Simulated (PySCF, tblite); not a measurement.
**C₅H₁₂P₂: geometry, infrared bands and NMR shifts**

Wanted: the infrared bands and NMR shifts of C₅H₁₂P₂ (`C=C(C)P(C)CP`), by calculation.

Programs: tblite 0.8.0 and PySCF 2.14.0, with density-fitted response routines of our own. Each step states its level of theory. These are calculated values for one molecule in the gas phase, unless marked as measured. Atoms are numbered from 0 throughout.

**1. The starting structure**

19 atoms, charge 0, multiplicity 1; geometry from: force field or distance geometry start.

Bonds of the start (Å): C0–C1 1.35, C1–C2 1.49, C1–P3 1.87, P3–C4 1.82, P3–C5 1.86, C5–P6 1.86, C0–H7 1.08, C0–H8 1.08, C2–H9 1.09, C2–H10 1.11, C2–H11 1.10, C4–H12 1.09, C4–H13 1.10, C4–H14 1.09, C5–H15 1.10, C5–H16 1.10, P6–H17 1.42, P6–H18 1.41.

**2. Geometry optimisation with GFN2-xTB**

What the job is given:

```
{"job": {"kind": "relax", "xc": "GFN2-xTB", "basis": "xTB"}, "charge": 0, "multiplicity": 1}
C     -0.352300    -2.224500    -0.325000
C     -0.611400    -0.909700    -0.160500
C     -1.847000    -0.421300     0.516100
P      0.688500     0.273500    -0.784500
C     -0.324300     1.701400    -1.296200
C      1.352100     0.957900     0.811100
P      2.463500    -0.183400     1.768900
H     -1.059500    -2.971900     0.015300
H      0.547000    -2.589000    -0.804900
H     -1.624500     0.232200     1.364600
H     -2.480500     0.137300    -0.197500
H     -2.468300    -1.246200     0.901100
H      0.324200     2.514800    -1.633100
H     -0.970400     1.426900    -2.141000
H     -0.949800     2.104700    -0.493200
H      0.538300     1.284100     1.478700
H      1.949200     1.851400     0.573600
H      1.586900    -1.303600     1.771700
H      3.228500    -0.625300     0.674800
```

Command:

```sh
OMP_NUM_THREADS=1 python probes_run.py task.json out
```

This one command runs all jobs of the session in turn.

**Question.** This job is followed by: GFN2-xTB harmonic vibrations, gas phase; GIAO PBE0/pcSseg-1 NMR shielding, non-relativistic, gas phase. Predict these results of the whole session: strongest single infrared mode (GFN2-xTB); zero-point energy (GFN2-xTB); 13C shifts against TMS (PBE0/pcSseg-1); 1H shifts against TMS (PBE0/pcSseg-1, means over atoms taken as alike); 31P shifts against H3PO4 (PBE0/pcSseg-1).

The runs gave:

| quantity | value |
| --- | --- |
| strongest single infrared mode (GFN2-xTB) | 2331 cm⁻¹, 142 km/mol |
| zero-point energy (GFN2-xTB) | 94.8 kcal/mol |
| 13C shifts against TMS (PBE0/pcSseg-1) | 152.9, 138.7, 20.1, 16.5, 16.2 ppm |
| 1H shifts against TMS (PBE0/pcSseg-1, means over atoms taken as alike) | 6.14, 5.96, 2.56, 1.90, 1.19, 1.01 ppm |
| 31P shifts against H3PO4 (PBE0/pcSseg-1) | -29.0, -182.3 ppm |

What this shows: Relaxing lowered the energy by 0.094 eV in 70 steps; the close pair that moved most is P6–H17, from 1.422 to 1.395 Å. All 51 modes are real, so the xTB geometry is a minimum. The strongest single mode, at 2331 cm⁻¹, moves mainly H18 and H17. GFN2-xTB is a fitted tight-binding method: band positions and strengths are rough. Its intensities can rank the bands wrongly. The most deshielded carbon is C1 (fully substituted alkene carbon), at 152.9 ppm: the olefinic region. At PBE0/pcSseg-1: The widest tensor belongs to C1: span 244 ppm, with a paramagnetic part of -232 ppm.
